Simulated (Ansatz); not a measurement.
# In24Ga8P24As8: the cost of one run

All numbers are computed with Ansatz 0.2.0 (PAW, plane waves).

## (1) The starting cell

64 atoms (24 In, 8 Ga, 24 P, 8 As); a = 11.647 Å, b = 11.647 Å, c = 11.647 Å, α = 90.00°, β = 90.00°, γ = 90.00°. All atoms were shaken off their sites by about 0.02 Å along each axis.

Plan of the steps: (2) PBEsol cell relaxation at the single k point (¼, ¼, ¼), on 1 × NVIDIA H100 80GB HBM3 with 4 threads of AMD EPYC 7R13; (3) HSE06 with spin–orbit coupling single point at the Γ point alone, on 1 × NVIDIA H100 80GB HBM3 with 4 threads of AMD EPYC 7R13.

## (2) PBEsol relaxation of the cell and the positions

in.yaml reads:

```yaml
crystal:
  lattice:
    - [11.647015, 0.000000, 0.000000]
    - [0.000000, 11.647015, 0.000000]
    - [0.000000, 0.000000, 11.647015]
  atoms:
    - { symbol: In, position: [0.999160, 0.002672, 0.998586] }
    - { symbol: In, position: [0.999327, 0.498127, 0.000186] }
    - { symbol: In, position: [0.998947, 0.499599, 0.500514] }
    - { symbol: In, position: [0.501292, 0.000915, 0.999425] }
    - { symbol: In, position: [0.496261, 0.501471, 0.999129] }
    - { symbol: In, position: [0.250273, 0.748324, 0.999936] }
    - { symbol: In, position: [0.248707, 0.753505, 0.500591] }
    - { symbol: In, position: [0.751463, 0.249454, 0.002167] }
    - { symbol: In, position: [0.750892, 0.248711, 0.501062] }
    - { symbol: In, position: [0.751203, 0.751881, 0.997673] }
    - { symbol: In, position: [0.751120, 0.747112, 0.500327] }
    - { symbol: In, position: [0.248297, 0.996945, 0.750729] }
    - { symbol: In, position: [0.251649, 0.501323, 0.251126] }
    - { symbol: In, position: [0.250320, 0.497975, 0.747798] }
    - { symbol: In, position: [0.746872, 0.999152, 0.248741] }
    - { symbol: In, position: [0.748922, 0.997625, 0.749416] }
    - { symbol: In, position: [0.746916, 0.501520, 0.249924] }
    - { symbol: In, position: [0.747279, 0.501406, 0.749462] }
    - { symbol: In, position: [0.999935, 0.249132, 0.247807] }
    - { symbol: In, position: [0.000675, 0.748050, 0.251545] }
    - { symbol: In, position: [0.001190, 0.748064, 0.747741] }
    - { symbol: In, position: [0.500127, 0.246878, 0.249559] }
    - { symbol: In, position: [0.500431, 0.249755, 0.753124] }
    - { symbol: In, position: [0.501234, 0.750914, 0.245288] }
    - { symbol: Ga, position: [0.000347, 0.003458, 0.498363] }
    - { symbol: Ga, position: [0.498766, 0.998857, 0.502069] }
    - { symbol: Ga, position: [0.499813, 0.498808, 0.499784] }
    - { symbol: Ga, position: [0.246791, 0.249772, 0.001027] }
    - { symbol: Ga, position: [0.249060, 0.248898, 0.498837] }
    - { symbol: Ga, position: [0.249392, 0.995900, 0.253778] }
    - { symbol: Ga, position: [0.002360, 0.250104, 0.751781] }
    - { symbol: Ga, position: [0.505267, 0.753523, 0.749344] }
    - { symbol: P, position: [0.123863, 0.127775, 0.125410] }
    - { symbol: P, position: [0.123925, 0.128456, 0.626382] }
    - { symbol: P, position: [0.125998, 0.623187, 0.129608] }
    - { symbol: P, position: [0.123871, 0.627499, 0.626667] }
    - { symbol: P, position: [0.622626, 0.123409, 0.123722] }
    - { symbol: P, position: [0.624958, 0.621170, 0.124050] }
    - { symbol: P, position: [0.626397, 0.626068, 0.624797] }
    - { symbol: P, position: [0.375495, 0.372282, 0.625990] }
    - { symbol: P, position: [0.375792, 0.874555, 0.624862] }
    - { symbol: P, position: [0.875286, 0.376032, 0.127495] }
    - { symbol: P, position: [0.875641, 0.878203, 0.127816] }
    - { symbol: P, position: [0.375196, 0.125229, 0.372302] }
    - { symbol: P, position: [0.374975, 0.126199, 0.874626] }
    - { symbol: P, position: [0.375489, 0.624993, 0.374533] }
    - { symbol: P, position: [0.377395, 0.624121, 0.872814] }
    - { symbol: P, position: [0.874866, 0.624423, 0.375336] }
    - { symbol: P, position: [0.872915, 0.624247, 0.878041] }
    - { symbol: P, position: [0.124939, 0.370364, 0.375200] }
    - { symbol: P, position: [0.125295, 0.376071, 0.875051] }
    - { symbol: P, position: [0.126295, 0.878533, 0.374193] }
    - { symbol: P, position: [0.126351, 0.874307, 0.876454] }
    - { symbol: P, position: [0.627379, 0.377059, 0.378046] }
    - { symbol: P, position: [0.625244, 0.373572, 0.877261] }
    - { symbol: P, position: [0.625672, 0.875615, 0.376603] }
    - { symbol: As, position: [0.626479, 0.124822, 0.627168] }
    - { symbol: As, position: [0.375049, 0.373090, 0.126668] }
    - { symbol: As, position: [0.372151, 0.874836, 0.124897] }
    - { symbol: As, position: [0.876865, 0.376037, 0.624071] }
    - { symbol: As, position: [0.876567, 0.873675, 0.623758] }
    - { symbol: As, position: [0.874997, 0.124714, 0.376035] }
    - { symbol: As, position: [0.878131, 0.123958, 0.876254] }
    - { symbol: As, position: [0.624609, 0.872784, 0.874824] }
  symmetry: { detect: false }
kpoints:
  mp_grid: { grid: [1, 1, 1], shift: [0.25, 0.25, 0.25] }
hamiltonian:
  xc: pbesol
scf:
  occupations: { method: fermi_dirac, width: 0.01 }
relax:
  f_tol: 0.03
  max_steps: 80
  escape_saddle: false
  adjacent_minimum: "off"
  cell: { fix: [shape] }
output:
  forces: true
  eigenvalues: true
  populations: true
```

The run is started by

```
ansatz run in.yaml --threads 4 --pin off --max-ram 42750MiB --runs-dir r --events-out ev --progress --plain --backend cuda --devices 0, --max-vram 37GiB
```

What time and memory should one allow on 1 × NVIDIA H100 80GB HBM3 with 4 threads of AMD EPYC 7R13, shared host?

About 39 s, with a peak of 1.7 GiB on the host.
